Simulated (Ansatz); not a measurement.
# Ta2AlC2N: properties of a relaxed candidate

The task, for Ta2AlC2N: see whether it has a gap, which orbitals make up the states near it and how charge is shared.

Program: Ansatz 0.2.0. Level of theory: DFT PBE, scalar-relativistic, plane waves, PAW. These are calculated values, not measurements.

1 further run of the same task is left out (it didn't finish).

### 1 The system as given

Symmetry: I4/mmm, No. 139, tetragonal system. The conventional cell has a = 4.138 Å, b = 4.138 Å, c = 10.012 Å, α = 90.00°, β = 90.00°, γ = 90.00°. Ta (site symmetry 4mm) is surrounded by 1 N at 1.95 Å and 4 C at 2.14 Å. Al (site symmetry 4/mmm) is surrounded by 4 N at 2.93 Å and 2 Ta at 3.06 Å and 8 C at 3.25 Å. C (site symmetry -4m2) is surrounded by 4 Ta at 2.14 Å. N (site symmetry 4/mmm) has 2 Ta at 1.95 Å as nearest neighbours.

Coordinates:

```cif
data_structure
_symmetry_space_group_name_H-M 'I4/mmm'
_symmetry_Int_Tables_number 139
_cell_length_a 4.1380
_cell_length_b 4.1380
_cell_length_c 10.0124
_cell_angle_alpha 90.000
_cell_angle_beta 90.000
_cell_angle_gamma 90.000
_cell_volume 171.45
loop_
_atom_site_label
_atom_site_type_symbol
_atom_site_symmetry_multiplicity
_atom_site_Wyckoff_symbol
_atom_site_fract_x
_atom_site_fract_y
_atom_site_fract_z
_atom_site_occupancy
Ta1 Ta 4 e 0.50000 0.50000 0.19464 1
Al1 Al 2 a 0.00000 0.00000 0.00000 1
C1 C 4 d 0.50000 0.00000 0.25000 1
N1 N 2 b 0.50000 0.50000 0.00000 1
```

It is the end of an earlier relaxation with the same method, from a database cell with other species swapped in; it is a trial structure. At a tolerance of 0.05 Å it has space group I4/mmm (No. 139); it has 14.29 Å³/atom, an uncorrected energy of -0.01 eV/atom over the elements.

### 2 Static run: bands, density of states and charges

input.yaml

```yaml
crystal:
  lattice:
    - [-2.0690187366, 2.0690187366, 5.006197962]
    - [2.0690187366, -2.0690187366, 5.006197962]
    - [2.0690187366, 2.0690187366, -5.006197962]
  atoms:
    - { symbol: Ta, position: [0.694644911, 0.694644911, 0.0] }
    - { symbol: Ta, position: [0.305355089, 0.305355089, 0.0] }
    - { symbol: Al, position: [0.0, 0.0, 0.0] }
    - { symbol: C, position: [0.25, 0.75, 0.5] }
    - { symbol: C, position: [0.75, 0.25, 0.5] }
    - { symbol: "N", position: [0.5, 0.5, 0.0] }
basis:
  ecutwfc: 420
kpoints:
  mp_grid: { grid: [12, 12, 12] }
  band_path:
    path:
      - [[0.0, 0.0, 0.0], [0.0, 0.0, 0.5], [0.25, 0.25, 0.25], [0.0, 0.5, 0.0], [0.0, 0.0, 0.0], [0.5, 0.5, -0.5], [0.29270245, 0.70729755, -0.29270245]]
      - [[-0.29270245, 0.29270245, 0.29270245], [0.0, 0.0, 0.0]]
      - [[0.0, 0.0, 0.5], [-0.0854049, 0.0854049, 0.5]]
      - [[0.5, 0.5, -0.0854049], [0.5, 0.5, -0.5]]
    npoints: 14
hamiltonian:
  xc: pbe
scf:
  occupations: { method: gaussian, width: 0.1 }
  n_extra_bands: 15
output:
  forces: true
  stress: true
  eigenvalues: true
  populations: true
  dos: { projected: true, de: 0.02, nscf_kmesh: { grid: [15, 15, 15] } }
  bader: true
  write_density: true
  write_potential: true
  elf: true
  volumetric_format: npy
```

The run is started by

```sh
$ ansatz run input.yaml --threads 1 --pin off --max-ram 2560MiB --backend cpu --events-out ev --progress --plain --runs-dir out
```

What does the calculation give? Wanted: gap; states at the Fermi level; Bader charges.

The runs gave:

| quantity | value |
| --- | --- |
| gap | none (metal) |
| states at the Fermi level | 1.12 per eV per cell |
| Bader charges | Ta +2.09, Al +0.70, C -1.68, N -1.53 e |

What this shows: It comes out metallic. Of the projected weight within 0.25 eV of the Fermi level, the largest part is C 2p (45 %) and Ta 5d (22 %). Bader charges reach 2.1 e, so charge transfer in this metal is strong. These runs have no spin-orbit coupling; with Ta it would split and shift bands.
